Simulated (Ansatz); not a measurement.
# GaH₂BrO₂: small, medium and large basis sets

Aim: see how fast density functionals converge with the basis set for GaH₂BrO₂.

Computed with Ansatz 0.2.0, Gaussian basis. Level: one geometry, several basis sets.

Plan: PBE0-D4/def2-SVP; ωB97M-V/def2-SVP; PBE0-D4/def2-QZVPP; ωB97M-V/def2-QZVPP; the functionals' def2-TZVPP values are taken from earlier runs.

## (1) Structure used throughout

The geometry comes from an earlier relaxation with PBE0-D4/def2-TZVP; it is a stationary point.

6 atoms, charge 0, spin multiplicity 1.

Atoms are counted from 1 here; the program's logs count them from 0.

Bond lengths: O1–Ga2 1.774 Å, O1–H5 0.960 Å, Ga2–O3 1.767 Å, Ga2–Br4 2.265 Å, O3–H6 0.961 Å. Angles: Ga2–O1–H5 113.7°, O1–Ga2–O3 119.0°, O1–Ga2–Br4 121.8°, O3–Ga2–Br4 119.2°, Ga2–O3–H6 112.4°.

## (2) PBE0-D4 in def2-SVP

in.yaml reads:

```yaml
crystal:
  periodic: [false, false, false]
  atoms:
    - {symbol: O, position_ang: [-0.234449, 1.469746, -0.198379]}
    - {symbol: Ga, position_ang: [-0.090418, -0.296216, -0.120179]}
    - {symbol: O, position_ang: [1.046309, -1.012314, 1.028028]}
    - {symbol: Br, position_ang: [-1.322107, -1.653818, -1.449856]}
    - {symbol: H, position_ang: [-0.872355, 1.776904, -0.846796]}
    - {symbol: H, position_ang: [1.515019, -0.348202, 1.540882]}
basis:
  gaussian: {orbitals: def2-SVP}
hamiltonian: {xc: pbe0, dispersion: d4}
output: {orbitals: {seedname: orbitals}}
```

Launch:

```sh
$ ansatz run in.yaml --threads 4 --pin off --events-out ev --progress --plain --max-ram 10444MiB
```

After this run come: ωB97M-V in def2-SVP; PBE0-D4 in def2-QZVPP; ωB97M-V in def2-QZVPP.

Q: Predict the results of all the runs planned. Wanted: PBE0-D4: double and triple zeta above quadruple; ωB97M-V: double and triple zeta above quadruple.

**Answer**, as computed:

```
                                       quantity           value
PBE0-D4: double and triple zeta above quadruple  23.39, 2.87 eV
ωB97M-V: double and triple zeta above quadruple  23.31, 2.77 eV
```

In words: PBE0-D4 gains 20.52 eV from double to triple zeta, then 2.87 eV more. Total energies overstate the basis error of differences, where much of it tends to cancel. The LUMO of ωB97M-V is positive and keeps falling with the basis (0.79 to 0.26 eV): an unbound level that the basis holds in place.
